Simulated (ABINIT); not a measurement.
# TaF3 (Pm-3m) in ABINIT: convergence with smearing width

Aim: find how far smearing width must go before the results for TaF3 settle, at LDA. This setting moves, with any that are tied to it; all else stays.

All numbers are computed with ABINIT 10.8.3 (patched build); they aren't measurements. Logs are shortened: lines on timing, memory, paths and dates and some standing lists are left out, and cuts for length are marked. The log counts tension as positive stress, the text compression.

## 1. The crystal as given

It takes space group Pm-3m (No. 221, cubic). The conventional cell has a = 3.901 Å, b = 3.901 Å, c = 3.901 Å, α = 90.00°, β = 90.00°, γ = 90.00°. Ta (site symmetry m-3m) is surrounded by 6 F at 1.95 Å. Around F (site symmetry 4/mmm) lie 2 Ta at 1.95 Å.

## 2. With smearing width 0.272 eV

run.abi reads:

```
# Pseudopotentials
pp_dirpath "./"
pseudos "Ta.upf, F.upf"

# Structure
acell 7.3721995574 7.3721995574 7.3721995574
rprim
     1.0000000000     0.0000000000     0.0000000000
     0.0000000000     1.0000000000     0.0000000000
     0.0000000000     0.0000000000     1.0000000000
ntypat 2
znucl 73 9
natom 4
typat 1 2 2 2
xred
     0.0000000000     0.0000000000     0.0000000000
     0.0000000000     0.0000000000     0.5000000000
     0.0000000000     0.5000000000     0.0000000000
     0.5000000000     0.0000000000     0.0000000000

# Plane-wave basis
ecut 1142.878222 eV

# k points
kptopt 1
ngkpt 7 7 7
nshiftk 1
shiftk 0.0 0.0 0.0

# Exchange and correlation
ixc 7

# Bands and occupations
nband 21
occopt 6
tsmear 0.272 eV

# SCF cycle
nstep 100
tolvrs 1.0e-10

# Output
iomode 3
prtwf 0
prtden 0
prteig 0
prtebands 0
```

Potentials or basis: PseudoDojo NC SR LDA v0.4.1 standard.

The run is started by

```
> abinit run.abi > log 2>&1
```

Run time: 2.3 min. Hardware: 1 thread of Intel Xeon Platinum 8375C at 2.90GHz (Ice Lake), shared host; peak memory 0.1 GiB.

The run converged. Its results:

* Free energy: -3782.0666 eV
* Pressure: 13.2 GPa
* Band gap on the k mesh: none (metal or under the smearing width)
* Valence electrons inside the program's atomic spheres: Ta 9.43; F 7.21

## 3. With smearing width 0.2 eV

run.abi, as its differences from that of step 2:

```diff
@@ -35,3 +35,3 @@
 occopt 6
-tsmear 0.272 eV
+tsmear 0.2 eV
```

Potentials or basis: PseudoDojo NC SR LDA v0.4.1 standard.

The run is started by

```
> abinit run.abi > log 2>&1
```

Wall time 1.8 min (1 thread of Intel Xeon Platinum 8375C at 2.90GHz (Ice Lake), shared host); peak memory 0.1 GiB.

It converged, with:

```
Free energy                                           : -3782.0611 eV
Pressure                                              : 13.2 GPa
Band gap on the k mesh                                : none (metal or under the smearing width)
Valence electrons inside the program's atomic spheres : Ta 9.43; F 7.21
```

## 4. With smearing width 0.136 eV

run.abi, as its differences from that of step 3:

```diff
@@ -35,3 +35,3 @@
 occopt 6
-tsmear 0.2 eV
+tsmear 0.136 eV
```

The run is started by

```
> abinit run.abi > log 2>&1
```

Run time: 1.8 min. Hardware: 1 thread of Intel Xeon Platinum 8375C at 2.90GHz (Ice Lake), shared host; peak memory 0.1 GiB.

It converged, with:

```yaml
Free_energy: -3782.0564 eV
Pressure: 13.2 GPa
Band_gap_on_the_k_mesh: none (metal or under the smearing width)
Valence_electrons_inside_the_program's_atomic_spheres: Ta 9.43; F 7.21
```

## 5. With smearing width 0.1 eV

run.abi, as its differences from that of step 4:

```diff
@@ -35,3 +35,3 @@
 occopt 6
-tsmear 0.136 eV
+tsmear 0.1 eV
```

The run is started by

```
> abinit run.abi > log 2>&1
```

Wall time 1.9 min (1 thread of Intel Xeon Platinum 8375C at 2.90GHz (Ice Lake), shared host); peak memory 0.1 GiB.

Results (log left out):

```yaml
Free_energy: -3782.0537 eV
Pressure: 13.2 GPa
Band_gap_on_the_k_mesh: none (metal or under the smearing width)
Valence_electrons_inside_the_program's_atomic_spheres: Ta 9.43; F 7.21
```

## 6. With smearing width 0.05 eV

run.abi, as its differences from that of step 5:

```diff
@@ -35,3 +35,3 @@
 occopt 6
-tsmear 0.1 eV
+tsmear 0.05 eV
```

Potentials or basis: PseudoDojo NC SR LDA v0.4.1 standard.

The run is started by

```
> abinit run.abi > log 2>&1
```

It took 2.4 min on 1 thread of Intel Xeon Platinum 8375C at 2.90GHz (Ice Lake), shared host; peak memory 0.1 GiB.

It converged, with:

| Item | Value |
| --- | --- |
| Free energy | -3782.0509 eV |
| Pressure | 13.1 GPa |
| Band gap on the k mesh | none (metal or under the smearing width) |
| Valence electrons inside the program's atomic spheres | Ta 9.42; F 7.21 |

## 7. With smearing width 0.025 eV

run.abi, as its differences from that of step 6:

```diff
@@ -35,3 +35,3 @@
 occopt 6
-tsmear 0.05 eV
+tsmear 0.025 eV
```

The run is started by

```
> abinit run.abi > log 2>&1
```

It took 3.1 min on 1 thread of Intel Xeon Platinum 8375C at 2.90GHz (Ice Lake), shared host; peak memory 0.1 GiB.

It converged, with:

| Item | Value |
| --- | --- |
| Free energy | -3782.0501 eV |
| Pressure | 13.1 GPa |
| Band gap on the k mesh | none (metal or under the smearing width) |
| Valence electrons inside the program's atomic spheres | Ta 9.42; F 7.21 |

## 8. With smearing width 0.01 eV

run.abi, as its differences from that of step 7:

```diff
@@ -35,3 +35,3 @@
 occopt 6
-tsmear 0.025 eV
+tsmear 0.01 eV
```

Potentials or basis: PseudoDojo NC SR LDA v0.4.1 standard.

The run is started by

```
> abinit run.abi > log 2>&1
```

run.abo:

```text
.Version 10.8.3 of ABINIT
 Symmetries : space group Pm -3 m (#221); Bravais cP (primitive cubic)
================================================================================
 Values of the parameters that define the memory need of the present run
     intxc =       0    ionmov =       0      iscf =       7    lmnmax =       8
     lnmax =       8     mgfft =      45  mpssoang =       4    mqgrid =    3001
     natom =       4  nloc_mem =       1    nspden =       1   nspinor =       1
    nsppol =       1      nsym =      48    n1xccc =    2501    ntypat =       2
    occopt =       6   xclevel =       1
       mpw =        5227          nfft =       91125          nkpt =          20
================================================================================
================================================================================

--------------------------------------------------------------------------------
------------- Echo of variables that govern the present computation ------------
--------------------------------------------------------------------------------
 -outvars: echo values of preprocessed input variables --------
            acell      7.3721995574E+00  7.3721995574E+00  7.3721995574E+00 Bohr
              amu      1.80947900E+02  1.89984032E+01
             ecut      4.20000000E+01 Hartree
              ixc           7
         kptrlatt        7    0    0      0    7    0      0    0    7
          kptrlen      5.16053969E+01
            natom           4
            nband          21
            ngfft          45      45      45
             nkpt          20
            nstep         100
             nsym          48
           ntypat           2
           occopt           6
           prtden           0
        prtebands           0
           prteig           0
            prtwf           0
          spgroup         221
           tolvrs      1.00000000E-10
           tsmear      3.67493222E-04 Hartree
            typat      1  2  2  2
           xangst      0.0000000000E+00  0.0000000000E+00  0.0000000000E+00
                       0.0000000000E+00  0.0000000000E+00  1.9505999987E+00
                       0.0000000000E+00  1.9505999987E+00  0.0000000000E+00
                       1.9505999987E+00  0.0000000000E+00  0.0000000000E+00
            xcart      0.0000000000E+00  0.0000000000E+00  0.0000000000E+00
                       0.0000000000E+00  0.0000000000E+00  3.6860997787E+00
                       0.0000000000E+00  3.6860997787E+00  0.0000000000E+00
                       3.6860997787E+00  0.0000000000E+00  0.0000000000E+00
             xred      0.0000000000E+00  0.0000000000E+00  0.0000000000E+00
                       0.0000000000E+00  0.0000000000E+00  5.0000000000E-01
                       0.0000000000E+00  5.0000000000E-01  0.0000000000E+00
                       5.0000000000E-01  0.0000000000E+00  0.0000000000E+00
            znucl       73.00000    9.00000

================================================================================

[... 118 lines left out ...]
       0.000000000000      0.500000000000      0.000000000000
       0.500000000000      0.000000000000      0.000000000000
 rms dE/dt=  0.0000E+00; max dE/dt=  0.0000E+00; dE/dt below (all hartree)
    1       0.000000000000      0.000000000000      0.000000000000
    2       0.000000000000      0.000000000000      0.000000000000
    3       0.000000000000      0.000000000000      0.000000000000
    4       0.000000000000      0.000000000000      0.000000000000

 cartesian coordinates (angstrom) at end:
    1      0.00000000000000     0.00000000000000     0.00000000000000
    2      0.00000000000000     0.00000000000000     1.95059999867932
    3      0.00000000000000     1.95059999867932     0.00000000000000
    4      1.95059999867932     0.00000000000000     0.00000000000000

 cartesian forces (hartree/bohr) at end:
    1     -0.00000000000000    -0.00000000000000    -0.00000000000000
    2     -0.00000000000000    -0.00000000000000    -0.00000000000000
    3     -0.00000000000000    -0.00000000000000    -0.00000000000000
    4     -0.00000000000000    -0.00000000000000    -0.00000000000000
 frms,max,avg= 0.0000000E+00 0.0000000E+00   0.000E+00  0.000E+00  0.000E+00 h/b

 cartesian forces (eV/Angstrom) at end:
    1     -0.00000000000000    -0.00000000000000    -0.00000000000000
    2     -0.00000000000000    -0.00000000000000    -0.00000000000000
    3     -0.00000000000000    -0.00000000000000    -0.00000000000000
    4     -0.00000000000000    -0.00000000000000    -0.00000000000000
 frms,max,avg= 0.0000000E+00 0.0000000E+00   0.000E+00  0.000E+00  0.000E+00 e/A
 length scales=  7.372199557400  7.372199557400  7.372199557400 bohr
              =  3.901199997359  3.901199997359  3.901199997359 angstroms
 Fermi (or HOMO) energy (hartree) =   0.26181   Average Vxc (hartree)=  -0.36455
 Eigenvalues (hartree) for nkpt=  20  k points:
 kpt#   1, nband= 21, wtk=  0.00292, kpt=  0.0000  0.0000  0.0000 (reduced coord)
  -2.31876   -1.09895   -1.09895   -1.09895   -0.78643   -0.77429   -0.77429   -0.10951
  -0.10951   -0.10951   -0.07377   -0.07377   -0.07377   -0.07363   -0.07363   -0.07363
   0.21543    0.21543    0.21543    0.23927    0.35675
      occupation numbers for kpt#   1
   2.00000    2.00000    2.00000    2.00000    2.00000    2.00000    2.00000    2.00000
   2.00000    2.00000    2.00000    2.00000    2.00000    2.00000    2.00000    2.00000
   2.00000    2.00000    2.00000    2.00000    0.00000
 prteigrs : prtvol=0 or 1, do not print more k-points.

--- !EnergyTerms
iteration_state     : {dtset: 1, }
comment             : Components of total free energy in Hartree
kinetic             :  6.61823095366351E+01
hartree             :  4.65149227301053E+01
xc                  : -3.09885293044185E+01
Ewald energy        : -7.59764005006213E+01
psp_core            :  3.09645480179382E+00
local_psp           : -1.44074609232327E+02
non_local_psp       : -3.74192010195141E+00
internal            : -1.38987772070784E+02
'-kT*entropy'       : -4.04332166521907E-06
total_energy        : -1.38987776114106E+02
total_energy_eV     : -3.78205005931086E+03
band_energy         : -1.73441495493043E+01
...

 Cartesian components of stress tensor (hartree/bohr^3)
  sigma(1 1)= -4.43624719E-04  sigma(3 2)=  0.00000000E+00
  sigma(2 2)= -4.43624719E-04  sigma(3 1)=  0.00000000E+00
  sigma(3 3)= -4.43624719E-04  sigma(2 1)=  0.00000000E+00

-Cartesian components of stress tensor (GPa)         [Pressure=  1.3052E+01 GPa]
- sigma(1 1)= -1.30518899E+01  sigma(3 2)=  0.00000000E+00
- sigma(2 2)= -1.30518899E+01  sigma(3 1)=  0.00000000E+00
- sigma(3 3)= -1.30518899E+01  sigma(2 1)=  0.00000000E+00

== END DATASET(S) ==============================================================
================================================================================

 -outvars: echo values of variables after computation  --------
            acell      7.3721995574E+00  7.3721995574E+00  7.3721995574E+00 Bohr
           etotal     -1.3898777611E+02
            fcart     -0.0000000000E+00 -0.0000000000E+00 -0.0000000000E+00
                      -0.0000000000E+00 -0.0000000000E+00 -0.0000000000E+00
                      -0.0000000000E+00 -0.0000000000E+00 -0.0000000000E+00
                      -0.0000000000E+00 -0.0000000000E+00 -0.0000000000E+00
           strten     -4.4362471925E-04 -4.4362471925E-04 -4.4362471925E-04
                       0.0000000000E+00  0.0000000000E+00  0.0000000000E+00
           xangst      0.0000000000E+00  0.0000000000E+00  0.0000000000E+00
                       0.0000000000E+00  0.0000000000E+00  1.9505999987E+00
                       0.0000000000E+00  1.9505999987E+00  0.0000000000E+00
                       1.9505999987E+00  0.0000000000E+00  0.0000000000E+00
             xred      0.0000000000E+00  0.0000000000E+00  0.0000000000E+00
                       0.0000000000E+00  0.0000000000E+00  5.0000000000E-01
                       0.0000000000E+00  5.0000000000E-01  0.0000000000E+00
                       5.0000000000E-01  0.0000000000E+00  0.0000000000E+00
 Calculation completed.
```

Run time: 3.1 min. Hardware: 1 thread of Intel Xeon Platinum 8375C at 2.90GHz (Ice Lake), shared host; peak memory 0.1 GiB.

What came out:

```
Free energy                                           : -3782.0501 eV
Pressure                                              : 13.1 GPa
Band gap on the k mesh                                : none (metal or under the smearing width)
Valence electrons inside the program's atomic spheres : Ta 9.42; F 7.21
```

## 9. Result

| smearing width | energy less the tightest run (meV/atom) | pressure (GPa) | SCF cycles | CPU time (s) | peak memory (GiB) |
| --- | --- | --- | --- | --- | --- |
| 0.272 eV | -4.13 | 13.25 | 11 | 140 | 0.1 |
| 0.2 eV | -2.77 | 13.25 | 11 | 110 | 0.1 |
| 0.136 eV | -1.59 | 13.21 | 12 | 110 | 0.1 |
| 0.1 eV | -0.90 | 13.18 | 12 | 110 | 0.1 |
| 0.05 eV | -0.21 | 13.13 | 12 | 150 | 0.1 |
| 0.025 eV | -0.01 | 13.11 | 13 | 190 | 0.1 |
| 0.01 eV | 0.00 | 13.05 | 15 | 190 | 0.1 |

Against the tightest run, the energy stays within 1 meV/atom from 0.1 eV on; the pressure stays within 0.1 GPa from 0.05 eV on. Narrower smearing needs a denser k mesh, so at a fixed mesh the narrowest width isn't the most accurate. The tightest run that finished is the yardstick and may itself not be fully converged.
